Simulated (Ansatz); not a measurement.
**Cl2F2H2Si2: small, medium and large basis sets**

The task here is to estimate one member of a computed series from the others.

The runs use Ansatz 0.2.0, Gaussian basis; one geometry, several basis sets.

Plan: PBE0-D4/def2-SVP; ωB97M-V/def2-SVP; PBE0-D4/def2-QZVPP; ωB97M-V/def2-QZVPP; the functionals' def2-TZVPP values are taken from earlier runs.

**The geometry**

An earlier PBE0-D4 in a triple-zeta def2 set relaxation fixed the geometry.

SMILES `F[SiH](F)[SiH](Cl)Cl`, 8 atoms, charge 0, spin multiplicity 1.

Atoms are counted from 1 here; the program's logs count them from 0.

Bond lengths: F1–Si2 1.589 Å, Si2–F3 1.589 Å, Si2–Si4 2.346 Å, Si2–H7 1.479 Å, Si4–Cl5 2.047 Å, Si4–Cl6 2.047 Å, Si4–H8 1.479 Å. Angles: F1–Si2–F3 107.4°, F1–Si2–Si4 109.1°, F1–Si2–H7 108.5°, F3–Si2–Si4 109.1°, F3–Si2–H7 108.5°, Si4–Si2–H7 114.0°, Si2–Si4–Cl5 107.4°, Si2–Si4–Cl6 107.4°, Si2–Si4–H8 115.7°, Cl5–Si4–Cl6 109.8°, Cl5–Si4–H8 108.3°, Cl6–Si4–H8 108.3°.

Set-up of the first run:

Contents of in.yaml:

```yaml
crystal:
  periodic: [false, false, false]
  atoms:
    - {symbol: F, position_ang: [0.845940, -1.768729, 1.222401]}
    - {symbol: Si, position_ang: [1.061533, -0.538756, 0.239218]}
    - {symbol: F, position_ang: [1.725401, -1.102570, -1.090200]}
    - {symbol: Si, position_ang: [-1.024031, 0.400968, -0.283209]}
    - {symbol: Cl, position_ang: [-0.687299, 1.964740, -1.561170]}
    - {symbol: Cl, position_ang: [-1.837400, 1.093615, 1.463398]}
    - {symbol: H, position_ang: [2.005990, 0.407491, 0.870959]}
    - {symbol: H, position_ang: [-1.998033, -0.513961, -0.917096]}
basis:
  gaussian: {orbitals: def2-SVP}
hamiltonian: {xc: pbe0, dispersion: d4}
output: {orbitals: {seedname: orbitals}}
```

Steps of the session up to this table: PBE0-D4 in def2-SVP; ωB97M-V in def2-SVP; PBE0-D4 in def2-QZVPP; ωB97M-V in def2-QZVPP.

One of the session's tables, all rows but one given; the rest of the session is left out.

It belongs to the step «Density functionals: the series». 

| functional | basis | HOMO (eV) |
| --- | --- | --- |
| PBE0-D4 | def2-SVP | ? |
| PBE0-D4 | def2-TZVPP | -8.53 |
| PBE0-D4 | def2-QZVPP | -8.56 |
| ωB97M-V | def2-SVP | -10.43 |
| ωB97M-V | def2-TZVPP | -10.57 |
| ωB97M-V | def2-QZVPP | -10.61 |

**Question.** Estimate the row for PBE0-D4, def2-SVP.

As computed: HOMO (eV): -8.43. In the column «HOMO (eV)» it is the highest.
